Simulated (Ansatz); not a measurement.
# Sr2NbO2: the cost of one run

Computed with Ansatz 0.2.0 (DFT PBE, scalar-relativistic, plane waves, PAW, unless a step's input says otherwise).

1 further run of the same task is left out (it didn't finish). Runs told in other sessions of the task aren't counted.

**1. The system as given**

Symmetry: I4/mmm, No. 139, tetragonal system. Conventional cell: a = 4.405 Å, b = 4.405 Å, c = 9.993 Å, α = 90.00°, β = 90.00°, γ = 90.00°. Sr (site symmetry -4m2) is surrounded by 2 O at 2.50 Å. Nb (site symmetry 4/mmm) is surrounded by 4 O at 2.20 Å. Around O (site symmetry mmm) lie 2 Nb at 2.20 Å and 2 Sr at 2.50 Å.

Coordinates:

```
CELL_PARAMETERS angstrom
-2.20255 2.20255 4.99664
2.20255 -2.20255 4.99664
2.20255 2.20255 -4.99664
ATOMIC_POSITIONS crystal
Sr 0.75000 0.25000 0.50000
Sr 0.25000 0.75000 0.50000
Nb 0.00000 0.00000 0.00000
O 0.50000 0.00000 0.50000
O 0.00000 0.50000 0.50000
```

The cell was relaxed beforehand at this level, from a generated guess; it needn't be the stable form of this composition. At a tolerance of 0.05 Å it has space group I4/mmm (No. 139); it has 19.39 Å³/atom, an uncorrected energy of -1.09 eV/atom over the elements.

**2. Static run: bands, density of states and charges**

File input.yaml:

```yaml
crystal:
  lattice:
    - [-2.2025452011, 2.2025452011, 4.9966391776]
    - [2.2025452011, -2.2025452011, 4.9966391776]
    - [2.2025452011, 2.2025452011, -4.9966391776]
  atoms:
    - { symbol: Sr, position: [0.75, 0.25, 0.5] }
    - { symbol: Sr, position: [0.25, 0.75, 0.5] }
    - { symbol: Nb, position: [0.0, 0.0, 0.0] }
    - { symbol: O, position: [0.5, 0.0, 0.5] }
    - { symbol: O, position: [0.0, 0.5, 0.5] }
basis:
  ecutwfc: 420
kpoints:
  mp_grid: { grid: [12, 12, 12] }
  band_path:
    path:
      - [[0.0, 0.0, 0.0], [0.0, 0.0, 0.5], [0.25, 0.25, 0.25], [0.0, 0.5, 0.0], [0.0, 0.0, 0.0], [0.5, 0.5, -0.5], [0.29857734, 0.70142266, -0.29857734]]
      - [[-0.29857734, 0.29857734, 0.29857734], [0.0, 0.0, 0.0]]
      - [[0.0, 0.0, 0.5], [-0.09715467, 0.09715467, 0.5]]
      - [[0.5, 0.5, -0.09715467], [0.5, 0.5, -0.5]]
    npoints: 14
hamiltonian:
  xc: pbe
scf:
  occupations: { method: gaussian, width: 0.1 }
  n_extra_bands: 12
output:
  forces: true
  stress: true
  eigenvalues: true
  populations: true
  dos: { projected: true, de: 0.02, nscf_kmesh: { grid: [15, 15, 15] } }
  bader: true
  write_density: true
  write_potential: true
  elf: true
  volumetric_format: npy
```

Launch:

```console
> ansatz run input.yaml --threads 1 --pin off --max-ram 2560MiB --backend cpu --events-out ev --progress --plain --runs-dir out
```

**Question.** How long does this run take on 1 thread of Intel Xeon Platinum 8259CL at 2.50GHz (Skylake/Cascade Lake), shared host, and how much memory does it need?

About 2 min, with a peak of 0.92 GiB.
